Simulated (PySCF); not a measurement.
**InI₃: structure of the singlet**

The task is one start of a wider search on InI₃: the singlet, from a PBE0 minimum start. It is relaxed, tested by its Hessian and followed downhill if it is a saddle.

Program: PySCF 2.14.0. Level of theory: PBE0, basis In def2-SVP with ECP28, I def2-SVP with ECP28, scalar-relativistic core potentials, no spin–orbit coupling, density fitting. These are calculated values, not measurements.

## Step 1: Where the work starts

4 atoms, charge 0, spin multiplicity 1.

Bond lengths: In1–I2 2.660 Å, In1–I3 2.658 Å, In1–I4 2.658 Å. Angles: I2–In1–I3 119.5°, I2–In1–I4 119.5°, I3–In1–I4 121.0°.

Z-matrix (Å, degrees; charge 0 multiplicity 1):
```
In
I  1 2.6600
I  1 2.6582 2 119.49
I  1 2.6582 2 119.49 3 180.00
```

## Step 2: First SCF at the start

The steps below are one call of a driver around PySCF. For each, scf.py gives the equivalent set-up of the SCF; relaxations use the driver's own optimiser. After this first run the driver tries any further starts and a stability analysis.

Input file scf.py:

```python
from pyscf import gto, scf, dft
mol = gto.M(atom='''
In    -0.000003     0.000000    -0.010947
I      0.000612    -0.000000     2.649005
I      2.313435     0.000000    -1.320081
I     -2.314044     0.000000    -1.319013''',
    basis={'In': 'def2-SVP', 'I': 'def2-SVP'},
    ecp={'In': 'def2-SVP', 'I': 'def2-SVP'},
    charge=0, spin=0)
mf = dft.RKS(mol, xc='PBE0')
mf.grids.atom_grid = (50, 194)
aux = {'In': 'def2-universal-JKFIT', 'I': 'def2-universal-JKFIT'}
mf = mf.density_fit(auxbasis=aux)
mf.conv_tol = 1e-08
mf.diis_space = 10
mf.max_cycle = 60
mf.init_guess = 'huckel'
mf.verbose = 4
mf.kernel()
```

Launch:

```console
$ OMP_NUM_THREADS=2 python axn.py task.json out
```

The runs that follow: Relaxation: PBE0 minimum start, singlet; Frequencies.

Before running it: what results should come out? Wanted: minimum; geometry; wavenumbers; dipole moment; highest occupied, lowest empty level; polar-tensor charge of In1; zero-point energy; atomisation energy.

As calculated:

| quantity | value |
| --- | --- |
| minimum | singlet, D3h |
| geometry | In–I 2.658 Å (×3); I–In–I 120.0° (×3) |
| wavenumbers (cm⁻¹) | 49 (e'), 69 (a2''), 148 (a1'), 232 (e') |
| dipole moment | 0.00 D |
| highest occupied, lowest empty level | -7.80, -3.17 eV |
| polar-tensor charge of In1 | +1.43 e |
| zero-point energy | 4.7 kJ/mol |
| entropy at 298.15 K | 397.8 J/(mol K) |
| atomisation energy (no zero-point energy) | 734 kJ/mol |

What this shows: From C2v at the start the molecule goes to a D3h minimum. In the infrared the band at 232 cm⁻¹ (e') leads. In1 has a polar-tensor charge of +1.4 e (a dipole derivative, not a static charge), yet symmetry cancels the bond dipoles. Only this shape and spin were tried, so other structures or states may lie lower. Spin–orbit coupling is left out.
